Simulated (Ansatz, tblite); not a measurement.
# The cluster Au₄F₃: a ladder of methods and basis sets

The task here is to estimate one member of a computed series from the others.

Program: Ansatz 0.2.0, Gaussian basis. Level of theory: as each input shows. These are calculated values, not measurements.

Levels to be run: GFN1-xTB, GFN2-xTB, PBE-D4/def2-TZVP, r2SCAN-D4/def2-TZVP, HF/def2-TZVP, r2SCAN0-D4/def2-TZVP, B2PLYP/def2-TZVP, PBE-D4/def2-SVP, PBE0-D4/def2-SVP, MP2/def2-TZVP, RPA/def2-TZVP.

3 further runs of the same task are left out: 3 set aside as unsound or not needed. Runs told in other sessions of the task aren't counted.

## The relaxed structure

The doublet was relaxed beforehand with PBE-D4/def2-SVP. At that level it is the lowest of the isomers that a small search found.

7 atoms, charge 0, spin multiplicity 2.

Bond lengths: Au1–Au2 2.760 Å, Au1–F5 2.066 Å, Au1–F6 2.009 Å, Au2–Au3 2.588 Å, Au3–Au4 2.759 Å, Au4–F5 2.066 Å, Au4–F7 2.009 Å. Angles: Au2–Au1–F5 119.5°, Au2–Au1–F6 57.6°, F5–Au1–F6 177.1°, Au1–Au2–Au3 97.4°, Au2–Au3–Au4 97.5°, Au3–Au4–F5 119.5°, Au3–Au4–F7 57.6°, F5–Au4–F7 177.1°, Au1–F5–Au4 106.2°.

Au takes a core potential in the def2 sets. No spin-orbit coupling is included.

PBE0-D4/def2-TZVP was run before; its log isn't repeated, and its numbers join the tables.

The first run:

Tight binding, by tblite at 300 K electronic temperature and without a spin-polarisation term:

```python
tblite.interface.Calculator('GFN1-xTB', numbers, positions, charge=0, uhf=1).singlepoint()
```

Tight binding, by tblite at 300 K electronic temperature and without a spin-polarisation term:

```python
tblite.interface.Calculator('GFN2-xTB', numbers, positions, charge=0, uhf=1).singlepoint()
```

start.molden holds the orbitals of an earlier run on this state, given as this run's starting guess.

in.yaml

```yaml
crystal:
  periodic: [false, false, false]
  atoms:
    - {symbol: Au, position_ang: [1.066493, -0.824778, -1.362246]}
    - {symbol: Au, position_ang: [0.149070, 1.776587, -1.268757]}
    - {symbol: Au, position_ang: [-1.107756, 1.607065, 0.987364]}
    - {symbol: Au, position_ang: [-0.538206, -1.040439, 1.517102]}
    - {symbol: F, position_ang: [0.601170, -2.122368, 0.176144]}
    - {symbol: F, position_ang: [1.466514, 0.510629, -2.809382]}
    - {symbol: F, position_ang: [-1.637286, 0.093314, 2.759773]}
basis:
  gaussian: {orbitals: def2-TZVP, initial_orbitals: start.molden}
magnetization: {spin_polarized: true, initial_magnetization: 1}
hamiltonian: {xc: pbe, dispersion: d4}
scf: {omitted_lower_state_checks: [starts]}
output: {forces: true, orbitals: {seedname: orbitals}}
```

Command:

```sh
$ ansatz run in.yaml --threads 4 --pin off --events-out ev --progress --plain --max-ram 4787MiB
```

Among the steps run: PBE-D4/def2-TZVP; r2SCAN-D4/def2-TZVP; HF/def2-TZVP; r2SCAN0-D4/def2-TZVP; B2PLYP/def2-TZVP; PBE-D4/def2-SVP; PBE0-D4/def2-SVP; MP2/def2-TZVP; RPA/def2-TZVP.

One of the session's tables, all rows but one given; the rest of the session is left out.

It belongs to the step «Binding energy». 

| level | binding an atom (eV) |
| --- | --- |
| HF/def2-TZVP | 0.925 |
| PBE-D4/def2-SVP | 2.292 |
| PBE-D4/def2-TZVP | 2.251 |
| r2SCAN-D4/def2-TZVP | 2.224 |
| PBE0-D4/def2-SVP | 2.014 |
| PBE0-D4/def2-TZVP | ? |
| r2SCAN0-D4/def2-TZVP | 1.972 |
| B2PLYP/def2-TZVP | 1.979 |
| RPA/def2-TZVP | 1.816 |
| MP2/def2-TZVP | 2.101 |

**Question.** Estimate the row for PBE0-D4/def2-TZVP.

The run gave: binding an atom (eV): 1.998. In the column «binding an atom (eV)» it lies between B2PLYP/def2-TZVP (1.979) and PBE0-D4/def2-SVP (2.014).

To keep in mind: Free atoms were run apart at each level; binding is atoms less cluster, divided by the number of atoms, without zero-point or spin-orbit terms.
